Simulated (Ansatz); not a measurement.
# C3H7GeP: the cost of one run

All numbers are computed with the Python package of Ansatz 0.2.0. Level of theory: CAM-B3LYP/def2-SVP.

## 1. The system

Bond lengths: C1–C2 1.463 Å, C2–C3 1.205 Å, C3–Ge4 1.893 Å, Ge4–P5 2.285 Å, C1–H6 1.109 Å, C1–H7 1.109 Å, C1–H8 1.109 Å, Ge4–H9 1.550 Å, Ge4–H10 1.550 Å, P5–H11 1.453 Å, P5–H12 1.453 Å. Angles (14 of 17 angles, heavy atoms first): C1–C2–C3 180.0°, C2–C3–Ge4 179.9°, C3–Ge4–P5 109.3°, C2–C1–H6 109.5°, C2–C1–H7 109.5°, C2–C1–H8 109.5°, C3–Ge4–H9 109.5°, C3–Ge4–H10 109.5°, P5–Ge4–H9 109.5°, P5–Ge4–H10 109.5°, Ge4–P5–H11 93.7°, Ge4–P5–H12 93.7°, H6–C1–H7 109.5°, H6–C1–H8 109.5°.

The script holds or builds the structure itself.

## 2. Script

File opt_c3h7gep.py:

```python
"""Geometry optimisation of C3H7GeP."""

import warnings

import ansatz
import numpy as np
import pandas as pd

params = {
    "basis": "def2-SVP",
    "functional": "CAM-B3LYP",
}

warnings.simplefilter("ignore", ansatz.DeckWarning)

c3h7gep = (
    ansatz.Crystal.molecule()
    .atom("C", (2.6171, 0.6572, -0.1209))
    .atom("C", (1.2735, 0.1441, 0.1463))
    .atom("C", (0.1664, -0.2783, 0.366))
    .atom("Ge", (-1.574, -0.9399, 0.7087))
    .atom("P", (-3.0442, 0.0076, -0.761))
    .atom("H", (2.6028, 1.2661, -1.0482))
    .atom("H", (2.9485, 1.2873, 0.73))
    .atom("H", (3.3192, -0.1924, -0.2472))
    .atom("H", (-1.5851, -2.4796, 0.5312))
    .atom("H", (-1.9871, -0.5795, 2.1584))
    .atom("H", (-2.1995, -0.245, -1.9156))
    .atom("H", (-2.5375, 1.3523, -0.5477))
)

model = (
    c3h7gep.calculation()
    .basis(gaussian=params["basis"])
    .functional(params["functional"])
)
symbols = [site.symbol for site in c3h7gep.cartesian_sites]
start = np.array([site.position_ang for site in c3h7gep.cartesian_sites], dtype=float)
def progress(event):
    if event["event"] == "relax_step":
        row = event["data"]
        print(f"step {row['step']:3d}  E = {row['lagrangian_ev']:.6f} eV  max force {row['allowed_force_max_ev_ang']:.4f} eV/A")


data = model.relax(force_tolerance=0.01).session().plan().execute(on_event=progress).report
end = np.array(data["positions_ang"])

print("reference energy %16.6f eV" % data["reference_energy_ev"])
print("total energy     %16.6f eV" % data["free_energy_ev"])
print("occupied (up, down):", data["n_occupied"], " virtual:", data["n_virtual"], " frozen:", data["n_frozen"])

print("bond        before    after (A)")
for i, j in [(0, 1), (0, 5), (0, 6), (0, 7), (1, 2), (2, 3), (3, 4), (3, 8), (3, 9), (4, 10), (4, 11)]:
    d0, d1 = (np.linalg.norm(xyz[i] - xyz[j]) for xyz in (start, end))
    print(f"{symbols[i]}{i}-{symbols[j]}{j}".ljust(10), f"{d0:8.4f} {d1:8.4f}")

charges = data["charge_distribution"]
table = pd.DataFrame({"atom": symbols, "mulliken": charges["mulliken_charges_e"], "lowdin": charges["lowdin_charges_e"]})
print(table.round(3).to_string())
print("dipole (e A):", np.round(charges["dipole_moment_e_ang"], 4) + 0.0)
with open("c3h7gep_opt.xyz", "w") as handle:
    handle.write(f"{len(symbols)}\nrelaxed C3H7GeP\n")
    handle.writelines(f"{s:2s} {x:11.6f} {y:11.6f} {z:11.6f}\n" for s, (x, y, z) in zip(symbols, end))
```

## 3. The input behind the calls

The engine receives this input:

```yaml
crystal:
  periodic: [false, false, false]
  atoms:
    - { symbol: C, position_ang: [2.6171, 0.6572, -0.1209] }
    - { symbol: C, position_ang: [1.2735, 0.1441, 0.1463] }
    - { symbol: C, position_ang: [0.1664, -0.2783, 0.366] }
    - { symbol: Ge, position_ang: [-1.574, -0.9399, 0.7087] }
    - { symbol: P, position_ang: [-3.0442, 0.0076, -0.761] }
    - { symbol: H, position_ang: [2.6028, 1.2661, -1.0482] }
    - { symbol: H, position_ang: [2.9485, 1.2873, 0.73] }
    - { symbol: H, position_ang: [3.3192, -0.1924, -0.2472] }
    - { symbol: H, position_ang: [-1.5851, -2.4796, 0.5312] }
    - { symbol: H, position_ang: [-1.9871, -0.5795, 2.1584] }
    - { symbol: H, position_ang: [-2.1995, -0.245, -1.9156] }
    - { symbol: H, position_ang: [-2.5375, 1.3523, -0.5477] }
basis:
  gaussian:
    orbitals: def2-SVP
hamiltonian:
  xc: cam_b3lyp
relax:
  f_tol: 0.01
```

## 4. The run

Run with:

```
> python opt_c3h7gep.py
```

What time and memory should one allow on 1 thread of Arm Neoverse V2, shared host?

About 57 s, with a peak of 0.52 GiB.
